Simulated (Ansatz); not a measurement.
# YbCu4Ni: the cost of one run

Program: Ansatz 0.2.0 through its Python package. Level of theory: DFT PBEsol, plane waves, PAW. These are calculated values, not measurements.

## 1. The system

The structure is cubic, space group F-43m (No. 216). The conventional cell has a = 6.895 Å, b = 6.895 Å, c = 6.895 Å, α = 90.00°, β = 90.00°, γ = 90.00°. Around Yb (site symmetry -43m) lie 12 Cu at 2.86 Å and 4 Ni at 2.99 Å. Around Cu (site symmetry 3m) lie 6 Cu at 2.42 to 2.45 Å and 3 Ni at 2.86 Å and 3 Yb at 2.86 Å. Ni (site symmetry -43m) has 12 Cu at 2.86 Å and 4 Yb at 2.99 Å in its first shell of neighbours.

No structure file is read: the coordinates are typed or built in the script.

## 2. The script

relax.py reads:

```python
from pathlib import Path
import json

import ansatz as az
from ase import Atoms
from ase.neighborlist import neighbor_list
import matplotlib.pyplot as plt
import numpy as np

XC = "PBEsol"
KMESH = (5, 5, 5)
SMEARING = "fermi_dirac"
SIGMA = 0.05
FMAX = 0.01

vectors = np.array([
    [0.0, 3.447271, 3.447271],
    [3.447271, 0.0, 3.447271],
    [3.447271, 3.447271, 0.0],
])
system = (
    az.Lattice.of(vectors)
    .atom("Yb", (0.0, 0.0, 0.0))
    .atom("Cu", (0.375695, 0.375695, 0.375695))
    .atom("Cu", (0.872916, 0.375695, 0.375695))
    .atom("Cu", (0.375695, 0.375695, 0.872916))
    .atom("Cu", (0.375695, 0.872916, 0.375695))
    .atom("Ni", (0.75, 0.75, 0.75))
    .moments(Ni=1.0)
)

calc = (
    system.move(2, to=(0.872916, 0.375695, 0.419207)).calculation()
    .functional(XC)
    .kpoints(mesh=KMESH)
    .occupations(SMEARING, width=SIGMA)
    .spin("collinear")
    .relax(force_tolerance=FMAX, max_steps=100)
    .density()
    .potential()
    .electron_localization_function()
    .output_files(volumetric_format="npy")
)
outcome = calc.run(threads=1, backend="cpu", events_out="stream.ndjson")
with open("stream.ndjson") as stream:
    events = [json.loads(line) for line in stream]
steps = [e["data"] for e in events if e["event"] == "relax_step"]
summary = outcome.report
print("step   energy (eV)     max comp. (eV/A)  SCF")
for s in steps:
    print(f"{s['step']:4d} {s['lagrangian_ev']:15.5f} {s['allowed_force_max_ev_ang']:12.4f} {s['n_scf']:5d}")

first, last = steps[0], steps[-1]
symbols = [site.symbol for site in outcome.lattice.sites]
print(f"energy gained {first['lagrangian_ev'] - last['lagrangian_ev']:.4f} eV in {len(steps) - 1} steps")

fig, (top, bottom) = plt.subplots(2, 1, sharex=True, figsize=(4.5, 4))
top.plot([s["lagrangian_ev"] - last["lagrangian_ev"] for s in steps], "o-")
top.set_ylabel("E - E(final) (eV)")
bottom.semilogy([max(s["allowed_force_max_ev_ang"], 1e-6) for s in steps], "s-")
bottom.set(xlabel="step", ylabel="largest force (eV/A)")
fig.tight_layout()
fig.savefig("relax.png", dpi=100)

final = Atoms(symbols, positions=last["positions_ang"], cell=outcome.lattice.cell_ang, pbc=True)
i, j, d = neighbor_list("ijd", final, 4.5)
print("neighbours within 1.2 times the shortest distance of each atom (A)")
for atom in range(len(final)):
    near = [m for m in np.argsort(d) if i[m] == atom]
    shell = [m for m in near if d[m] < 1.2 * d[near[0]]]
    print(f"{symbols[atom]}{atom} ({len(shell)}):", ", ".join(f"{symbols[j[m]]} {d[m]:.3f}" for m in shell))

print("atom   start x y z (A)              end x y z (A)")
for symbol, a, b in zip(symbols, first["positions_ang"], last["positions_ang"]):
    print(f"{symbol:3s}", " ".join(f"{v:8.4f}" for v in a), "  ", " ".join(f"{v:8.4f}" for v in b))

print("relaxed fractional positions")
for site in outcome.lattice.sites:
    print(f"  {site.symbol:2s}", " ".join(f"{v % 1:8.5f}" for v in np.round(site.position_frac, 5)))

for key in ("converged", "n_iterations", "n_electrons", "n_kpoints", "n_pw", "n_symmetry_ops", "free_energy_ev", "fermi_energy_ev"):
    print(f"{key:18s} {summary[key]}")

folder = Path(outcome.write_results("fields"))
print("densities in e/A^3, potentials in eV, ELF without unit")
for name in sorted(p.name for p in folder.glob("*.npy")):
    field = np.load(folder / name)
    print(f"{name:16s} {str(field.shape):16s} min {field.min():10.4f}  mean {field.mean():10.4f}  max {field.max():10.4f}")
```

## 3. Running it

Run with:

```console
> python relax.py
```

**Question.** How long does this script take on 1 thread of Arm Neoverse V1, shared host, and how much memory does it need?

About 14 min, with a peak of 1.1 GiB.
